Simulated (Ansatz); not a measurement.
**CH6Cl2InN: a ladder of functionals and wavefunction methods**

An exercise on one series of results from a longer session: the logs are not shown, and one member is left open.

The runs use Ansatz 0.2.0, Gaussian basis; functionals in def2-TZVPP, the program's frozen cores in correlated methods.

Levels to be run: LDA (SPW92), PBE-D4, revPBE-D4, BLYP-D4, r2SCAN-D4, B97M-V, PBE0-D4, B3LYP-D4, r2SCANh-D4, r2SCAN0-D4, HSE06-D4, BHLYP-D4, CAM-B3LYP-D4, LC-ωPBE, ωB97X-V, ωB97M-V, B2PLYP, PBE-QIDH; CCSD(T)/def2-SVP; CCSD(T)/def2-TZVPP; MP2/def2-QZVPP; extrapolation to the limit; RPA on PBE.

### Structure used throughout

An earlier PBE0-D4 in a triple-zeta def2 set relaxation fixed the geometry. In takes the def2 core potential; no spin-orbit term is included.

SMILES `[CH3][In-]([NH3+])([Cl])[Cl]`, 11 atoms, charge 0, spin multiplicity 1.

Atoms are counted from 1 here; the program's logs count them from 0.

Bond lengths: C1–In2 2.135 Å, C1–H6 1.089 Å, C1–H7 1.091 Å, C1–H8 1.089 Å, In2–N3 2.325 Å, In2–Cl4 2.367 Å, In2–Cl5 2.367 Å, N3–H9 1.016 Å, N3–H10 1.016 Å, N3–H11 1.013 Å. Angles: In2–C1–H6 109.5°, In2–C1–H7 110.0°, In2–C1–H8 109.5°, H6–C1–H7 109.1°, H6–C1–H8 109.7°, H7–C1–H8 109.1°, C1–In2–N3 112.4°, C1–In2–Cl4 121.4°, C1–In2–Cl5 121.4°, N3–In2–Cl4 90.5°, N3–In2–Cl5 90.5°, Cl4–In2–Cl5 110.9°, In2–N3–H9 105.3°, In2–N3–H10 105.4°, In2–N3–H11 119.7°, H9–N3–H10 108.3°, H9–N3–H11 108.8°, H10–N3–H11 108.8°.

The first run:

The input, in.yaml:

```yaml
crystal:
  periodic: [false, false, false]
  atoms:
    - {symbol: C, position_ang: [-1.835944, 0.238906, 0.763188]}
    - {symbol: In, position_ang: [-0.139014, 0.647303, -0.465977]}
    - {symbol: N, position_ang: [1.593330, -0.862955, -0.113881]}
    - {symbol: Cl, position_ang: [-0.140045, 0.138635, -2.777496]}
    - {symbol: Cl, position_ang: [1.315044, 2.455746, -0.000202]}
    - {symbol: H, position_ang: [-2.707669, 0.067700, 0.132821]}
    - {symbol: H, position_ang: [-1.653935, -0.650111, 1.368151]}
    - {symbol: H, position_ang: [-2.020367, 1.086741, 1.421759]}
    - {symbol: H, position_ang: [1.780980, -1.273073, -1.023845]}
    - {symbol: H, position_ang: [2.393688, -0.297660, 0.153098]}
    - {symbol: H, position_ang: [1.479333, -1.608232, 0.562984]}
basis:
  gaussian: {orbitals: def2-TZVPP}
hamiltonian: {xc: lda}
output: {orbitals: {seedname: orbitals}}
```

On the command line:

```
> ansatz run in.yaml --threads 4 --pin off --events-out ev --progress --plain --max-ram 11315MiB
```

Among the steps run: LDA; PBE-D4 (GGA); revPBE-D4 (GGA); BLYP-D4 (GGA); r2SCAN-D4 (meta-GGA); B97M-V (meta-GGA); PBE0-D4 (hybrid); B3LYP-D4 (hybrid); r2SCANh-D4 (hybrid); r2SCAN0-D4 (hybrid); HSE06-D4 (hybrid); BHLYP-D4 (hybrid); CAM-B3LYP-D4 (range-separated); LC-ωPBE (range-separated); ωB97X-V (range-separated); ωB97M-V (range-separated); B2PLYP (double hybrid); PBE-QIDH (double hybrid).

One table of the session follows, with a row left open; its other results are not shown here.

It belongs to the step «Orbital energies across the functionals». 

| functional | HOMO (eV) | gap (eV) |
| --- | --- | --- |
| LDA (SPW92) | -6.76 | 4.98 |
| PBE-D4 | -6.60 | 5.06 |
| revPBE-D4 | -6.54 | 5.10 |
| BLYP-D4 | ? | ? |
| r2SCAN-D4 | -6.91 | 5.73 |
| B97M-V | -6.97 | 5.61 |
| PBE0-D4 | -7.87 | 7.20 |
| B3LYP-D4 | -7.62 | 6.62 |
| r2SCANh-D4 | -7.38 | 6.51 |
| r2SCAN0-D4 | -8.08 | 7.66 |
| HSE06-D4 | -7.48 | 6.43 |
| BHLYP-D4 | -8.99 | 9.02 |
| CAM-B3LYP-D4 | -9.18 | 9.35 |
| LC-ωPBE | -10.55 | 12.01 |
| ωB97X-V | -10.19 | 11.43 |
| ωB97M-V | -10.05 | 10.88 |

Estimate the missing values for BLYP-D4.

Worked estimate for «HOMO (eV)». Against the share of exact exchange, B3LYP-D4 (0.2, -7.62), BHLYP-D4 (0.5, -8.99) give a slope of -4.57 per unit share; at 0 the line stands at -6.71.

The run gave: HOMO (eV): -6.44; gap (eV): 4.91. In «HOMO (eV)» the line misses by -0.27.
